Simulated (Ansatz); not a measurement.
# BFH5NO: the cost of one run

All numbers below are computed with Ansatz 0.2.0 (RKS PBE0/6-31G*).

### Step 1. The system as given

Bond lengths: N2–H3 1.060 Å, N2–H4 1.060 Å, B1–O5 1.410 Å, O5–H6 1.010 Å, B1–F7 1.320 Å. Angles: H3–N2–H4 120.0°, B1–O5–H6 109.5°, O5–B1–F7 120.0°.

As a file:

```xyz
9

B     0.0000    0.0000    0.0000
N     0.0000    0.0000    1.9000
H    -0.8770   -0.2713    2.4300
H     0.8770    0.2713    2.4300
O     1.2211    0.0000   -0.7050
H     1.5209   -0.9519   -0.8599
F    -1.1431    0.0000   -0.6600
H    -0.1864    1.4017    0.4698
H    -0.1534    1.1538    1.3606
```

### Step 2. A restrained relaxation towards end A

Springs on the bonds that form and break draw the guess towards this end; the thresholds are loose.

input.yaml

```yaml
crystal:
  periodic: [false, false, false]
  atoms:
    - { symbol: B, position_ang: [0.0, 0.0, 0.0] }
    - { symbol: "N", position_ang: [0.0, 0.0, 1.9] }
    - { symbol: H, position_ang: [-0.877, -0.2713, 2.43] }
    - { symbol: H, position_ang: [0.877, 0.2713, 2.43] }
    - { symbol: O, position_ang: [1.2211, 0.0, -0.705] }
    - { symbol: H, position_ang: [1.5209, -0.9519, -0.8599] }
    - { symbol: F, position_ang: [-1.1431, 0.0, -0.66] }
    - { symbol: H, position_ang: [-0.1864, 1.4017, 0.4698] }
    - { symbol: H, position_ang: [-0.1534, 1.1538, 1.3606] }
basis:
  gaussian: { orbitals: "6-31G*" }
hamiltonian:
  xc: pbe0
relax:
  f_tol: 0.15
  max_steps: 25
  restrain:
    - { distance: [0, 7], at: 2.39, k: 30.0 }
    - { distance: [8, 1], at: 2.26, k: 30.0 }
    - { distance: [0, 1], at: 1.55, k: 30.0 }
    - { distance: [8, 7], at: 0.66, k: 30.0 }
```

Started as:

```sh
$ ansatz run input.yaml --threads 1 --pin off --max-ram 2048MiB --backend cpu --events-out ev --progress --plain --runs-dir out
```

What time and memory should one allow on 1 thread of AMD EPYC 9B45 (Zen 5), shared host?

About 17 s, with a peak of 0.18 GiB.
